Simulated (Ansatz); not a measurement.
The same calculation of LiMg, space group Pm-3m as a Python script and as an input file (Ansatz 0.2.0, Python API).

Script `limg.py`:
```python
"""Band structure of LiMg."""

import warnings

import ansatz as az
import numpy as np


def main() -> None:
    warnings.simplefilter("ignore", az.DeckWarning)

    lattice = az.Lattice.of(
        [3.415326, 0.0, 0.0],
        [0.0, 3.415326, 0.0],
        [0.0, 0.0, 3.415326],
    )
    sites = [
        ("Li", [0.0, 0.0, 0.0]),
        ("Mg", [0.5, 0.5, 0.5]),
    ]
    system = az.Crystal(lattice=lattice)
    for symbol, position in sites:
        system = system.atom(symbol, position)

    # high-symmetry points in fractions of the reciprocal vectors
    path = [
        ("G", (0.0, 0.0, 0.0)),
        ("X", (0.0, 0.5, 0.0)),
        ("M", (0.5, 0.5, 0.0)),
        ("G", (0.0, 0.0, 0.0)),
        ("R", (0.5, 0.5, 0.5)),
    ]
    calc = (
        system.calculation()
        .occupations(az.OccupationsMethod.FERMI_DIRAC)
        .kpoints(7, center="gamma")
        .functional("lda")
        .band_structure([point for _, point in path], intervals=6)
        .scf(extra_bands=6)
    )
    with warnings.catch_warnings(record=True) as caught:
        warnings.simplefilter("always")
        res = calc.run(threads=1)
    print("warnings raised:", sorted(w.category.__name__ for w in caught) or "none")
    report = res.report

    n_atoms = len(report["lattice"]["sites"])
    print("F =", round(report["free_energy_ev"], 4), "eV for", n_atoms, "atoms")
    print("E(sigma -> 0) =", round(report["energy_sigma0_ev"], 4), "eV, TS =", round(report["entropy_ts_ev"], 5), "eV")
    print("closed by", report["closed_by"], "after", report["n_iterations"], "iterations")

    bands = res.band_structure()
    fermi = bands.fermi_energy_ev
    print(f"zero of the bands: {fermi:.3f} eV, the Fermi level found on the SCF mesh")
    for spin, channel in enumerate(bands.channels):
        levels = channel.eigenvalues_ev - fermi
        crossing = [b for b in range(levels.shape[1]) if levels[:, b].min() < 0 < levels[:, b].max()]
        print(f"channel {spin}: bands that cross the Fermi level on this path:", [b + 1 for b in crossing] or "none")
        shown = crossing or sorted(np.argsort(np.abs(levels).min(axis=0))[:2])
        for k, row in zip(bands.kpoints_frac, levels[:, shown]):
            print(f"{k[0]:7.3f} {k[1]:7.3f} {k[2]:7.3f}  ", " ".join(f"{e:8.3f}" for e in row))


if __name__ == "__main__":
    main()
```

```console
$ python limg.py
warnings raised: ['DeckWarning', 'PlacementWarning']
F = -2103.4227 eV for 2 atoms
E(sigma -> 0) = -2103.415 eV, TS = 0.01543 eV
closed by deck_thresholds after 6 iterations
zero of the bands: 3.715 eV, the Fermi level found on the SCF mesh
channel 0: bands that cross the Fermi level on this path: [6, 7]
  0.000   0.000   0.000     -5.653    4.955
  0.000   0.083   0.000     -5.575    3.723
  0.000   0.167   0.000     -5.343    2.215
  0.000   0.250   0.000     -4.961    0.815
  0.000   0.333   0.000     -4.443   -0.438
  0.000   0.417   0.000     -3.838   -1.486
  0.000   0.500   0.000     -3.445   -2.027
  0.083   0.500   0.000     -3.356   -1.969
  0.167   0.500   0.000     -3.089   -1.795
  0.250   0.500   0.000     -2.648   -1.518
  0.333   0.500   0.000     -2.038   -1.165
  0.417   0.500   0.000     -1.281   -0.817
  0.500   0.500   0.000     -0.653   -0.653
  0.417   0.417   0.000     -1.849   -0.485
  0.333   0.333   0.000     -3.185    0.018
  0.250   0.250   0.000     -4.257    0.855
  0.167   0.167   0.000     -5.031    2.026
  0.083   0.083   0.000     -5.497    3.516
  0.000   0.000   0.000     -5.653    4.955
  0.083   0.083   0.083     -5.419    3.599
  0.167   0.167   0.167     -4.717    2.361
  0.250   0.250   0.250     -3.546    1.612
  0.333   0.333   0.333     -1.915    1.363
  0.417   0.417   0.417      0.139    1.612
  0.500   0.500   0.500      2.228    2.228
```

`input.yaml`:
```yaml
crystal:
  lattice:
    - [3.415326, 0.0, 0.0]
    - [0.0, 3.415326, 0.0]
    - [0.0, 0.0, 3.415326]
  atoms:
    - { symbol: Li, position: [0.0, 0.0, 0.0] }
    - { symbol: Mg, position: [0.5, 0.5, 0.5] }
kpoints:
  mp_grid:
    grid: [7, 7, 7]
    shift: [0.0, 0.0, 0.0]
  band_path:
    path:
      - [0.0, 0.0, 0.0]
      - [0.0, 0.5, 0.0]
      - [0.5, 0.5, 0.0]
      - [0.0, 0.0, 0.0]
      - [0.5, 0.5, 0.5]
    npoints: 6
hamiltonian:
  xc: lda
scf:
  n_extra_bands: 6
  occupations:
    method: fermi_dirac
```

Notes:
- Absolute energies stand on the zero of these potentials, so only differences at equal settings mean something. A total without «per atom» is that of the cell as typed.
- The mesh is modest for a metal, so energies can be off by several to tens of meV an atom and pressures by half a GPa or more; differences at equal mesh fare better.
- The structure comes from a database of computed cells and needn't be a stable or known phase.
- Gaps and levels are Kohn-Sham values on a finite set of k-points.
- Hardware and time: 1.4 s on 1 thread of Arm Neoverse V2 (shared host), peak memory 0.31 GiB.
